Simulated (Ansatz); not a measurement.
# C₂H₆AlO radical: small, medium and large basis sets

How large a basis does C₂H₆AlO radical need? Two functionals are run in growing sets.

Computed with Ansatz 0.2.0, Gaussian basis. Level: one geometry, several basis sets.

Plan: PBE0-D4/def2-SVP; ωB97M-V/def2-SVP; PBE0-D4/def2-QZVPP; ωB97M-V/def2-QZVPP; the functionals' def2-TZVPP values are taken from earlier runs.

### 1 The relaxed structure

An earlier PBE0-D4 in a triple-zeta def2 set relaxation fixed the geometry.

SMILES `[CH2][Al]([CH3])[OH]`, 10 atoms, charge 0, spin multiplicity 2.

Atoms are counted from 1 here; the program's logs count them from 0.

Bond lengths: C1–Al2 1.928 Å, C1–H5 1.089 Å, C1–H6 1.090 Å, Al2–C3 1.943 Å, Al2–O4 1.703 Å, C3–H7 1.095 Å, C3–H8 1.092 Å, C3–H9 1.095 Å, O4–H10 0.955 Å. Angles: Al2–C1–H5 125.0°, Al2–C1–H6 123.6°, H5–C1–H6 111.5°, C1–Al2–C3 123.3°, C1–Al2–O4 119.6°, C3–Al2–O4 117.2°, Al2–C3–H7 111.4°, Al2–C3–H8 111.7°, Al2–C3–H9 111.2°, H7–C3–H8 107.9°, H7–C3–H9 106.5°, H8–C3–H9 107.8°, Al2–O4–H10 123.3°.

### 2 PBE0-D4 in def2-SVP

Contents of in.yaml:

```yaml
crystal:
  periodic: [false, false, false]
  atoms:
    - {symbol: C, position_ang: [-1.161023, 1.461324, -0.103688]}
    - {symbol: Al, position_ang: [0.239916, 0.146239, -0.262303]}
    - {symbol: C, position_ang: [0.274956, -1.502622, 0.764042]}
    - {symbol: O, position_ang: [1.525511, 0.414656, -1.346372]}
    - {symbol: H, position_ang: [-1.207072, 2.394802, -0.663286]}
    - {symbol: H, position_ang: [-2.013090, 1.356445, 0.567276]}
    - {symbol: H, position_ang: [-0.629795, -2.095708, 0.597503]}
    - {symbol: H, position_ang: [1.136070, -2.121885, 0.503360]}
    - {symbol: H, position_ang: [0.320806, -1.299702, 1.838873]}
    - {symbol: H, position_ang: [1.596821, 1.195250, -1.892405]}
basis:
  gaussian: {orbitals: def2-SVP}
magnetization: {spin_polarized: true, initial_magnetization: 1}
hamiltonian: {xc: pbe0, dispersion: d4}
output: {orbitals: {seedname: orbitals}}
```

Further steps of the session: ωB97M-V in def2-SVP; PBE0-D4 in def2-QZVPP; ωB97M-V in def2-QZVPP.

Q: Predict the results of all the runs planned. Wanted: PBE0-D4: double and triple zeta above quadruple; ωB97M-V: double and triple zeta above quadruple.

As calculated:

| quantity | value |
| --- | --- |
| PBE0-D4: double and triple zeta above quadruple | 7.90, 0.47 eV |
| ωB97M-V: double and triple zeta above quadruple | 8.08, 0.45 eV |

In words: For PBE0-D4 the step from double to triple zeta gains 7.43 eV and the next only 0.47 eV. Total energies overstate the basis error of differences, where much of it tends to cancel.
